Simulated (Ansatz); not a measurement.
**CH6BClSSi: one species, many methods**

How much do the methods differ for CH6BClSSi? The plan is to run it at one geometry with functionals of several rungs and with coupled cluster, and see how far each lands from CCSD(T) at the basis-set limit for the atomisation energy.

Program: Ansatz 0.2.0, Gaussian basis. Level of theory: functionals in def2-TZVPP, the program's frozen cores in correlated methods. These are calculated values, not measurements.

Levels to be run: PBE-D4, r2SCAN-D4, PBE0-D4, B3LYP-D4, ωB97X-V, ωB97M-V, B2PLYP; CCSD(T)/def2-TZVPP; MP2/def2-QZVPP; extrapolation to the limit.

### 1 The geometry

The geometry comes from an earlier relaxation with PBE0-D4 in a triple-zeta def2 set; it is a stationary point, not always the lowest conformer.

SMILES `CS[SiH2]BCl`, 11 atoms, charge 0, spin multiplicity 1.

Atoms are counted from 1 here; the program's logs count them from 0.

Bond lengths: C1–S2 1.816 Å, C1–H6 1.090 Å, C1–H7 1.089 Å, C1–H8 1.090 Å, S2–Si3 2.127 Å, Si3–B4 2.020 Å, Si3–H9 1.494 Å, Si3–H10 1.489 Å, B4–Cl5 1.738 Å, B4–H11 1.195 Å. Angles: S2–C1–H6 106.7°, S2–C1–H7 111.2°, S2–C1–H8 111.0°, H6–C1–H7 108.9°, H6–C1–H8 108.8°, H7–C1–H8 110.2°, C1–S2–Si3 99.5°, S2–Si3–B4 115.3°, S2–Si3–H9 110.6°, S2–Si3–H10 105.9°, B4–Si3–H9 107.9°, B4–Si3–H10 108.5°, H9–Si3–H10 108.4°, Si3–B4–Cl5 121.9°, Si3–B4–H11 122.2°, Cl5–B4–H11 115.9°.

### 2 PBE-D4 (GGA)

The input, in.yaml:

```yaml
crystal:
  periodic: [false, false, false]
  atoms:
    - {symbol: C, position_ang: [-1.280010, 0.887835, -1.121373]}
    - {symbol: S, position_ang: [-0.660622, -0.798789, -1.387333]}
    - {symbol: Si, position_ang: [1.073939, -0.735272, -0.157638]}
    - {symbol: B, position_ang: [0.722982, -0.523712, 1.819902]}
    - {symbol: Cl, position_ang: [-0.889390, -0.439708, 2.462075]}
    - {symbol: H, position_ang: [-2.167646, 0.996430, -1.743877]}
    - {symbol: H, position_ang: [-1.558734, 1.045864, -0.080169]}
    - {symbol: H, position_ang: [-0.541690, 1.628150, -1.430060]}
    - {symbol: H, position_ang: [1.981885, 0.371590, -0.584686]}
    - {symbol: H, position_ang: [1.776210, -2.030263, -0.376329]}
    - {symbol: H, position_ang: [1.608576, -0.459027, 2.620088]}
basis:
  gaussian: {orbitals: def2-TZVPP}
hamiltonian: {xc: pbe, dispersion: d4}
output: {forces: true, orbitals: {seedname: orbitals}}
```

Launch:

```console
$ ansatz run in.yaml --threads 4 --pin off --events-out ev --progress --plain --max-ram 10444MiB
```

Further steps of the session: r2SCAN-D4 (meta-GGA); PBE0-D4 (hybrid); B3LYP-D4 (hybrid); ωB97X-V (range-separated); ωB97M-V (range-separated); B2PLYP (double hybrid); CCSD(T) in def2-TZVPP; MP2 in def2-QZVPP.

Q: Predict the results of all the runs planned. Wanted: atomisation energy, CCSD(T)/CBS; farthest; mean size of error, hybrid; mean size of error, range-separated; gap, smallest and largest; T1 diagnostic; triples share of the correlation energy.

As calculated:

```
                               quantity                                value
        atomisation energy, CCSD(T)/CBS                        3676.4 kJ/mol
 functionals within 18.4 kJ/mol (0.5 %)                             B3LYP-D4
                               farthest                PBE-D4 (+55.9 kJ/mol)
             mean size of error, hybrid                          11.3 kJ/mol
    mean size of error, range-separated                          28.5 kJ/mol
              gap, smallest and largest  2.37 eV (PBE-D4), 9.05 eV (ωB97X-V)
                          T1 diagnostic                               0.0124
triples share of the correlation energy                                4.2 %
```

PBE-D4 is off by +55.9 kJ/mol. Double hybrids carry the basis error of their MP2 part in triple zeta, and no dispersion term here, so their miss is partly the set-up's. The reference freezes the cores and leaves out relativity and excitations past (T), so misses under about 18.4 kJ/mol can't be ranked. Hartree-Fock recovers 76 % of the binding; the rest is correlation. Orbital gaps span 2.4 to 9.0 eV; exact exchange widens them.
